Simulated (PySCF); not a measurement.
# C2H8SSi: the cost of one run

The runs use PySCF 2.14.0, with density-fitted response routines of our own; the level of theory stands in each step. All values are computed, except where a source is named. Atoms are numbered from 0 throughout.

## (1) Starting geometry

12 atoms, charge 0, multiplicity 1; geometry from: GFN2-xTB. The atoms were then displaced at random by about 0.01 Å, so the start is not that level's minimum.

Bonds of the start (Å): C0–C1 1.50, C1–Si2 1.89, Si2–S3 2.21, C0–H4 1.11, C0–H5 1.07, C0–H6 1.10, C1–H7 1.10, C1–H8 1.11, Si2–H9 1.46, Si2–H10 1.45, S3–H11 1.32.

## (2) Relaxing the molecule at PBE0-D3(BJ)/def2-SVP

Job settings and geometry (Å):

```
{"job": {"xc": "PBE0", "basis": "def2-SVP", "d3": "d3bj", "grid": 1, "shake": 0.01, "kind": "geom"}, "charge": 0, "multiplicity": 1}
C     -1.614750    -0.533560     0.044760
C     -0.157610    -0.649120     0.359700
Si     0.725310     1.025430     0.305890
S      2.863580     0.732880     0.768310
H     -1.777510    -0.106350    -0.968140
H     -2.136520    -1.470320     0.082110
H     -2.112970     0.155680     0.749030
H      0.316560    -1.333040    -0.356110
H     -0.040970    -1.094820     1.367790
H      0.299650     1.938550     1.368090
H      0.651300     1.626950    -1.006350
H      3.023620    -0.320550    -0.003450
```

The run is started by

```console
$ OMP_NUM_THREADS=1 python probes_run.py task.json out
```

This one command runs all jobs of the session in turn.

Q: Estimate the wall time and peak memory of this first job on 1 thread of Arm Neoverse V2, shared host.

About 30 s, with a peak of 0.42 GiB.
